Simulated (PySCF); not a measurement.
# C5H8N2Si: electronic excitations

What electronic excitations should C5H8N2Si (`N#CCC[C@H]([SiH3])C#N`) show?

Programs: PySCF 2.14.0, with density-fitted response routines of our own. Each step states its level of theory. These are calculated values for one molecule in the gas phase, unless marked as measured. Atoms are numbered from 0 throughout.

## Step 1: Starting geometry

16 atoms, charge 0, multiplicity 1; geometry from: GFN2-xTB.

Bonds of the start (Å): N0–C1 1.14, C1–C2 1.44, C2–C3 1.54, C3–C4 1.53, C4–Si5 1.93, C4–C6 1.43, C6–N7 1.15, C2–H8 1.09, C2–H9 1.09, C3–H10 1.09, C3–H11 1.09, C4–H12 1.10, Si5–H13 1.46, Si5–H14 1.46, Si5–H15 1.46.

## Step 2: TDDFT and polarisability: PBE0/def2-SVPD

The job: settings as JSON, then the geometry in Å.

```
{"job": {"kind": "uv", "xc": "PBE0", "basis": "def2-SVPD", "nstates": 8, "ntriplets": 3}, "charge": 0, "multiplicity": 1}
N     -3.179461     1.047968     0.425496
C     -2.525769     0.149329     0.157508
C     -1.668498    -0.952334    -0.198571
C     -0.315352    -0.437449    -0.713588
C      0.462042     0.308389     0.377647
Si     2.091899     1.087948    -0.292162
C      0.782730    -0.586393     1.447625
N      1.051512    -1.326754     2.278715
H     -2.169565    -1.544841    -0.969569
H     -1.520414    -1.582189     0.684394
H      0.272422    -1.287885    -1.067088
H     -0.482372     0.235455    -1.558208
H     -0.169826     1.104850     0.787749
H      2.907219     0.009563    -0.848394
H      1.689762     2.027556    -1.338226
H      2.766072     1.755730     0.815259
```

Level: TDDFT PBE0/def2-SVPD, vertical, gas phase, core orbitals frozen in the response.

Started as:

```bash
OMP_NUM_THREADS=1 python probes_run.py task.json out
```

This one command runs all jobs of the session in turn.

The log of the run:

```text
coarse grid: 14144 points
cycle   1  E = -593.3651632108  dE =  8.749e-01  |g| = 5.391e-01  |ddm| = 5.456e+00
cycle   2  E = -593.1059219365  dE =  2.592e-01  |g| = 1.214e+00  |ddm| = 2.243e+00
cycle   3  E = -593.4384082310  dE = -3.325e-01  |g| = 9.372e-02  |ddm| = 1.538e+00
cycle   4  E = -593.4403513859  dE = -1.943e-03  |g| = 4.245e-02  |ddm| = 2.035e-01
cycle   5  E = -593.4407961277  dE = -4.447e-04  |g| = 9.934e-03  |ddm| = 7.101e-02
cycle   6  E = -593.4408158666  dE = -1.974e-05  |g| = 4.680e-03  |ddm| = 1.971e-02
cycle   7  E = -593.4408201353  dE = -4.269e-06  |g| = 1.647e-03  |ddm| = 6.946e-03
final grid: 132928 points
cycle   8  E = -593.5155449284  dE = -3.147e-05  |g| = 6.970e-03  |ddm| = 1.130e-01
cycle   9  E = -593.5155329647  dE =  1.196e-05  |g| = 1.017e-02  |ddm| = 2.464e-02
cycle  10  E = -593.5155555904  dE = -2.263e-05  |g| = 2.722e-03  |ddm| = 1.382e-02
cycle  11  E = -593.5155572246  dE = -1.634e-06  |g| = 3.044e-04  |ddm| = 3.283e-03
cycle  12  E = -593.5155572467  dE = -2.210e-08  |g| = 7.514e-05  |ddm| = 7.212e-04
cycle  13  E = -593.5155572479  dE = -1.254e-09  |g| = 3.269e-05  |ddm| = 1.986e-04
cycle  14  E = -593.5155572481  dE = -1.688e-10  |g| = 1.970e-05  |ddm| = 6.131e-05
converged SCF energy = -593.5155572481

Static polarisability (au): isotropic 90.462, principal 79.921 93.225 98.238

Singlet excitations
state   eV       nm        f      main configurations
  1   7.3762    168.1   0.00366   H->L 0.48, H->L+3 0.26
  2   7.7166    160.7   0.05681   H->L+1 0.31, H->L 0.29, H->L+3 0.10
  3   7.8005    158.9   0.01149   H->L+1 0.24, H->L+3 0.22, H->L 0.14
  4   7.8434    158.1   0.01061   H-2->L+2 0.23, H-2->L 0.12
  5   7.9920    155.1   0.00423   H-1->L+1 0.37, H->L+3 0.17, H-3->L+1 0.11
  6   8.1443    152.2   0.01335   H->L+2 0.20, H-1->L 0.17, H-2->L+5 0.12
  7   8.2341    150.6   0.02169   H-3->L+5 0.20, H-1->L+5 0.12, H-2->L 0.10
  8   8.3531    148.4   0.02914   H->L+2 0.48, H-1->L 0.18

Triplet excitations (Tamm-Dancoff, eV): 6.2906 6.4604 6.7928
```

It took 53 s on 1 thread of Arm Neoverse V2, shared host; peak memory 0.92 GiB.

Frontier orbitals and where they lie:

| orbital | eV | atoms |
| --- | --- | --- |
| HOMO−3 | -9.93 | N0 28 %, C1 21 %, N7 19 % |
| HOMO−2 | -9.83 | N0 42 %, C1 31 %, C2 8 % |
| HOMO−1 | -9.62 | N7 25 %, C6 18 %, N0 17 % |
| HOMO | -9.01 | N7 28 %, C4 19 %, C6 18 % |
| LUMO | -0.30 | Si5 25 %, C3 8 %, C6 8 % |
| LUMO+1 | 0.11 | Si5 27 %, N7 16 %, C6 12 % |
| LUMO+2 | 0.34 | Si5 18 %, N0 16 %, C1 14 % |

With each of the 8 states as a Gaussian band of 0.4 eV half-width at 1/e, the curve within the window shown has maxima at 157 nm (ε 4,100) L/(mol cm). Beyond the last state computed it falls off for lack of states. The curve at chosen wavelengths:

(nm, ε (L/mol/cm)): (143, 1105), (145, 1772), (146, 2121), (148, 2766), (149, 3039), (151, 3468), (152, 3633), (154, 3883), (155, 3971), (157, 4050), (159, 3947), (160, 3811), (162, 3376), (163, 3092), (165, 2451), (166, 2122), (168, 1509), (170, 1005), (171, 802), (173, 490), (174, 377), (176, 215), (177, 160), (179, 87), (180, 63), (182, 33)

Further results of this job:

| property | computed |
| --- | --- |
| dipole moment (D) | 4.30 |
| polarisability (Å³) | 13.41 |
| HOMO–LUMO gap (eV) | 8.70 |
| −ε(HOMO) (eV) | 9.01 |

## Step 3: Summary of results

| quantity | value |
| --- | --- |
| lowest singlet (PBE0/def2-SVPD) | 7.38 eV (168 nm), f = 0.004 |
| brightest single state of those computed | state 2, 7.72 eV, f = 0.057 |
| lowest triplet | 6.29 eV |

What this shows: The first singlet state (HOMO→LUMO 0.48, HOMO→LUMO+3 0.26) lies at 7.38 eV and is weak; of the 8 states computed, the strongest absorption comes from state 2 at 7.72 eV. The lowest triplet lies 1.09 eV below the lowest singlet (triplets in Tamm-Dancoff, singlets in full TDDFT).
